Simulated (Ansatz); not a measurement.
# C₃H₁₁NSi: vertical ionisation energy

An exercise on one series of results from a longer session: the logs are not shown, and one member is left open.

Computed with Ansatz 0.2.0, Gaussian basis. Level: unrestricted cation, the program's frozen cores in correlated methods.

Plan: UKS PBE-D4/def2-TZVPP; UKS r2SCAN-D4/def2-TZVPP; UKS PBE0-D4/def2-TZVPP; UKS B3LYP-D4/def2-TZVPP; UKS wB97X-V/def2-TZVPP; UKS wB97M-V/def2-TZVPP; UKS B2PLYP/def2-TZVPP; UHF-CCSD(T)/def2-TZVPP; UHF-MP2/def2-QZVPP; extrapolation to the limit; then −ε(HOMO) from the neutral's earlier runs with LDA (SPW92), PBE-D4, revPBE-D4, BLYP-D4, r2SCAN-D4, B97M-V, PBE0-D4, B3LYP-D4, r2SCANh-D4, r2SCAN0-D4, HSE06-D4, BHLYP-D4, CAM-B3LYP-D4, LC-ωPBE, ωB97X-V, ωB97M-V.

## Structure used throughout

The geometry comes from an earlier relaxation with PBE0-D4 in a triple-zeta def2 set; it is a stationary point, not always the lowest conformer.

SMILES `C[SiH2]N(C)C`, 16 atoms, charge 0, spin multiplicity 1.

Atoms are counted from 1 here; the program's logs count them from 0.

Bond lengths: C1–Si2 1.866 Å, C1–H6 1.092 Å, C1–H7 1.094 Å, C1–H8 1.092 Å, Si2–N3 1.723 Å, Si2–H9 1.500 Å, Si2–H10 1.489 Å, N3–C4 1.442 Å, N3–C5 1.442 Å, C4–H11 1.098 Å, C4–H12 1.092 Å, C4–H13 1.101 Å, C5–H14 1.092 Å, C5–H15 1.097 Å, C5–H16 1.101 Å. Angles: Si2–C1–H6 112.0°, Si2–C1–H7 109.4°, Si2–C1–H8 111.2°, H6–C1–H7 107.3°, H6–C1–H8 108.5°, H7–C1–H8 108.3°, C1–Si2–N3 110.9°, C1–Si2–H9 107.7°, C1–Si2–H10 111.3°, N3–Si2–H9 113.9°, N3–Si2–H10 106.0°, H9–Si2–H10 107.0°, Si2–N3–C4 120.5°, Si2–N3–C5 121.4°, C4–N3–C5 113.1°, N3–C4–H11 110.5°, N3–C4–H12 110.4°, N3–C4–H13 112.8° and more.

The first run:

File in.yaml:

```yaml
crystal:
  periodic: [false, false, false]
  atoms:
    - {symbol: C, position_ang: [0.767651, 1.669657, -1.415663]}
    - {symbol: Si, position_ang: [0.745648, -0.133870, -0.937481]}
    - {symbol: N, position_ang: [-0.395838, -0.423013, 0.320709]}
    - {symbol: C, position_ang: [-0.914298, -1.749523, 0.546929]}
    - {symbol: C, position_ang: [-0.445636, 0.410573, 1.495960]}
    - {symbol: H, position_ang: [1.157404, 2.300284, -0.613236]}
    - {symbol: H, position_ang: [1.418983, 1.807614, -2.283144]}
    - {symbol: H, position_ang: [-0.232479, 2.021242, -1.678201]}
    - {symbol: H, position_ang: [2.149771, -0.528743, -0.587185]}
    - {symbol: H, position_ang: [0.325304, -0.992136, -2.079417]}
    - {symbol: H, position_ang: [-1.955920, -1.701394, 0.889404]}
    - {symbol: H, position_ang: [-0.894665, -2.329346, -0.378392]}
    - {symbol: H, position_ang: [-0.343755, -2.305903, 1.306897]}
    - {symbol: H, position_ang: [-0.094509, 1.419758, 1.271590]}
    - {symbol: H, position_ang: [-1.476390, 0.495510, 1.862753]}
    - {symbol: H, position_ang: [0.165931, 0.016691, 2.322878]}
basis:
  gaussian: {orbitals: def2-TZVPP}
total_charge: 1
magnetization: {spin_polarized: true, initial_magnetization: 1}
hamiltonian: {xc: pbe, dispersion: d4}
```

Launch:

```console
$ ansatz run in.yaml --threads 2 --pin off --events-out ev --progress --plain --max-ram 20480MiB --backend cuda --devices 0, --max-vram 18GiB
```

Steps of the session up to this table: Cation, UKS PBE-D4/def2-TZVPP; Cation, UKS r2SCAN-D4/def2-TZVPP; Cation, UKS PBE0-D4/def2-TZVPP; Cation, UKS B3LYP-D4/def2-TZVPP; Cation, UKS wB97X-V/def2-TZVPP; Cation, UKS wB97M-V/def2-TZVPP; Cation, UKS B2PLYP (frozen core)/def2-TZVPP; Cation, UHF-CCSD(T)/def2-TZVPP; Cation, UHF-MP2/def2-QZVPP.

One table of the session follows, with a row left open; its other results are not shown here.

It belongs to the step «Ionisation energies side by side». Orbital estimates, from the neutral's runs:

```
  functional  −ε(HOMO) (eV)
 LDA (SPW92)           5.04
      PBE-D4           4.95
   revPBE-D4           4.91
     BLYP-D4           4.86
   r2SCAN-D4           5.19
      B97M-V           5.38
     PBE0-D4           6.25
    B3LYP-D4           6.06
  r2SCANh-D4           5.68
  r2SCAN0-D4           6.42
    HSE06-D4           5.85
    BHLYP-D4           7.52
CAM-B3LYP-D4           7.63
     LC-ωPBE              ?
     ωB97X-V           8.64
     ωB97M-V           8.56
```

Q: Estimate the row for LC-ωPBE from the others.

As computed: −ε(HOMO) (eV): 8.94. In the column «−ε(HOMO) (eV)» it is the highest.
